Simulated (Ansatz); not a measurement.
# AlH2NTe (SMILES [NH]1[AlH][Te]1): Born-Oppenheimer dynamics

Aim: follow the atoms for 40 steps of 0.25 fs at constant energy, with velocities drawn for 500 K.

Computed with Ansatz 0.2.0, Gaussian basis. Level: revPBE-D4/STO-3G.

### 1 The starting structure

SMILES `[NH]1[AlH][Te]1`, 5 atoms, charge 0, spin multiplicity 1.

Atoms are counted from 1 here; the program's logs count them from 0.

Bond lengths: N1–Al2 1.744 Å, N1–Te3 2.285 Å, N1–H4 1.006 Å, Al2–Te3 2.495 Å, Al2–H5 1.530 Å. Angles: Al2–N1–Te3 75.2°, Al2–N1–H4 151.8°, Te3–N1–H4 113.1°, N1–Al2–Te3 62.3°, N1–Al2–H5 149.7°, Te3–Al2–H5 147.9°, N1–Te3–Al2 42.5°.

As a file:

```xyz
5

N    -0.6156   -0.4874   -0.5165
Al    0.4569    0.7519    0.0796
Te    0.7355   -1.5563    0.9851
H    -1.5259   -0.9084   -0.5968
H     0.9492    2.2002    0.0486
```

### 2 The run

File md/in.yaml:

```yaml
crystal:
  periodic: [false, false, false]
  atoms:
    - {symbol: N, position_ang: [-0.615600, -0.487370, -0.516470]}
    - {symbol: Al, position_ang: [0.456870, 0.751870, 0.079570]}
    - {symbol: Te, position_ang: [0.735450, -1.556320, 0.985110]}
    - {symbol: H, position_ang: [-1.525900, -0.908360, -0.596850]}
    - {symbol: H, position_ang: [0.949180, 2.200180, 0.048650]}
basis:
  gaussian: {orbitals: STO-3G}
hamiltonian: {xc: {name: revPBE}, dispersion: d4}
md: {n_steps: 40, timestep: 0.25, temperature: 500, ensemble: nve, seed: 971, initial_velocities: maxwell_boltzmann}
```

Run with:

```console
> ansatz run in.yaml --threads 2 --pin off --events-out ev --progress --plain --max-ram 3481MiB
```

Before running it: what results should come out? Wanted: temperature at the start; mean temperature, second half; lowest and highest potential energy, from the first frame; largest change of potential + kinetic.

As calculated:

```
                                                 quantity              value
                                                   length  40 steps, 10.0 fs
                                 temperature at the start              500 K
                            mean temperature, second half              595 K
lowest and highest potential energy, from the first frame     -91 and 44 meV
                    largest change of potential + kinetic            0.4 meV
```

What this shows: With no thermostat the total energy should stay fixed; it holds within 0.4 meV, small beside the kinetic energy, so the time step serves. The instant temperature ranges from 387 to 733 K, as energy passes between motion and strain. The bonding pattern stays as it was.
